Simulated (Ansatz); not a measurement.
# C3H7AlO2: a ladder of functionals and wavefunction methods

Aim: compute C3H7AlO2 with functionals from several rungs and with coupled cluster. The yardstick is the atomisation energy at the CCSD(T) limit.

Method: functionals in def2-TZVPP, the program's frozen cores in correlated methods; program: Ansatz 0.2.0, Gaussian basis.

Levels to be run: PBE-D4, r2SCAN-D4, PBE0-D4, B3LYP-D4, ωB97X-V, ωB97M-V, B2PLYP; CCSD(T)/def2-TZVPP; MP2/def2-QZVPP; extrapolation to the limit.

### Step 1. The geometry

An earlier PBE0-D4 in a triple-zeta def2 set relaxation fixed the geometry.

SMILES `C[O][Al]1[CH2]C[O]1`, 13 atoms, charge 0, spin multiplicity 1.

Atoms are counted from 1 here; the program's logs count them from 0.

Bond lengths: C1–O2 1.395 Å, C1–H7 1.094 Å, C1–H8 1.094 Å, C1–H9 1.095 Å, O2–Al3 1.664 Å, Al3–C4 1.939 Å, Al3–O6 1.717 Å, C4–C5 1.546 Å, C4–H10 1.090 Å, C4–H11 1.090 Å, C5–O6 1.447 Å, C5–H12 1.094 Å, C5–H13 1.094 Å. Angles: O2–C1–H7 110.0°, O2–C1–H8 110.0°, O2–C1–H9 112.2°, H7–C1–H8 108.0°, H7–C1–H9 108.2°, H8–C1–H9 108.2°, C1–O2–Al3 144.5°, O2–Al3–C4 144.2°, O2–Al3–O6 134.1°, C4–Al3–O6 81.8°, Al3–C4–C5 80.4°, Al3–C4–H10 118.3°, Al3–C4–H11 118.3°, C5–C4–H10 114.2°, C5–C4–H11 114.2°, H10–C4–H11 109.0°, C4–C5–O6 106.5°, C4–C5–H12 111.8° and more.

### Step 2. PBE-D4 (GGA)

in.yaml

```yaml
crystal:
  periodic: [false, false, false]
  atoms:
    - {symbol: C, position_ang: [-0.714249, -2.137819, 1.861646]}
    - {symbol: O, position_ang: [-0.260768, -1.545705, 0.682268]}
    - {symbol: Al, position_ang: [0.032602, -0.095376, -0.079731]}
    - {symbol: C, position_ang: [0.665383, 0.717515, -1.722269]}
    - {symbol: C, position_ang: [0.351162, 1.993942, -0.908822]}
    - {symbol: O, position_ang: [-0.144273, 1.550960, 0.376382]}
    - {symbol: H, position_ang: [0.073228, -2.762564, 2.294608]}
    - {symbol: H, position_ang: [-1.576712, -2.778143, 1.651940]}
    - {symbol: H, position_ang: [-1.012733, -1.395893, 2.610037]}
    - {symbol: H, position_ang: [1.717231, 0.602140, -1.983210]}
    - {symbol: H, position_ang: [0.061184, 0.601379, -2.621847]}
    - {symbol: H, position_ang: [-0.415147, 2.607026, -1.392901]}
    - {symbol: H, position_ang: [1.243489, 2.607939, -0.753302]}
basis:
  gaussian: {orbitals: def2-TZVPP}
hamiltonian: {xc: pbe, dispersion: d4}
output: {forces: true, orbitals: {seedname: orbitals}}
```

Run with:

```sh
> ansatz run in.yaml --threads 4 --pin off --events-out ev --progress --plain --max-ram 10444MiB
```

The runs that follow: r2SCAN-D4 (meta-GGA); PBE0-D4 (hybrid); B3LYP-D4 (hybrid); ωB97X-V (range-separated); ωB97M-V (range-separated); B2PLYP (double hybrid); CCSD(T) in def2-TZVPP; MP2 in def2-QZVPP.

Before running them: what should the planned runs give, taken together? Wanted: atomisation energy, CCSD(T)/CBS; farthest; mean size of error, hybrid; mean size of error, range-separated; gap, smallest and largest; T1 diagnostic; triples share of the correlation energy.

As calculated:

```
                               quantity                                           value
        atomisation energy, CCSD(T)/CBS                                   5174.9 kJ/mol
 functionals within 25.9 kJ/mol (0.5 %)  r2SCAN-D4, PBE0-D4, B3LYP-D4, ωB97X-V, ωB97M-V
                               farthest                          PBE-D4 (+103.6 kJ/mol)
             mean size of error, hybrid                                      9.5 kJ/mol
    mean size of error, range-separated                                      7.9 kJ/mol
              gap, smallest and largest            5.13 eV (PBE-D4), 11.84 eV (ωB97X-V)
                          T1 diagnostic                                          0.0129
triples share of the correlation energy                                           3.8 %
```

PBE-D4 is off by +103.6 kJ/mol. Double hybrids carry the basis error of their MP2 part in triple zeta, and no dispersion term here, so their miss is partly the set-up's. The reference freezes the cores and leaves out relativity and excitations past (T), so misses under about 25.9 kJ/mol can't be ranked. Hartree-Fock recovers 72 % of the binding; the rest is correlation. Orbital gaps span 5.1 to 11.8 eV; exact exchange widens them.
